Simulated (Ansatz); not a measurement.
# Ga: the cost of one run

Computed with Ansatz 0.2.0 (DFT r2SCAN, scalar-relativistic, plane waves, PAW, unless a step's input says otherwise).

### 1 The starting structure

It takes space group I4/mmm (No. 139, tetragonal). The conventional cell has a = 2.808 Å, b = 2.808 Å, c = 4.458 Å, α = 90.00°, β = 90.00°, γ = 90.00°. Ga (site symmetry 4/mmm) has 12 Ga at 2.81 to 2.99 Å as nearest neighbours.

Coordinates:

```
Ga
1.0
    -1.40400    1.40400    2.22900
     1.40400   -1.40400    2.22900
     1.40400    1.40400   -2.22900
Ga
1
Cartesian
  0.0000 0.0000 0.0000
```

The structure comes from the Crystallography Open Database.

(A quick probe on a coarse mesh, which set the mesh and smearing, is not shown.)

### 3 Full relaxation

input.yaml reads:

```yaml
crystal:
  lattice:
    - [-1.404, 1.404, 2.229]
    - [1.404, -1.404, 2.229]
    - [1.404, 1.404, -2.229]
  atoms:
    - { symbol: Ga, position: [0.0, 0.0, 0.0] }
basis:
  ecutwfc: 500
kpoints:
  mp_grid: { grid: [20, 20, 20] }
hamiltonian:
  xc: r2scan
scf:
  occupations: { method: gaussian, width: 0.1 }
output:
  forces: true
  stress: true
  eigenvalues: true
relax:
  adjacent_minimum: "off"
  f_tol: 0.005
  max_steps: 80
  cell: { stress_tol: 0.05 }
```

**Question.** How long does this run take on 1 thread of an Arm CPU, shared host, and how much memory does it need?

About 77 s, with a peak of 0.51 GiB.
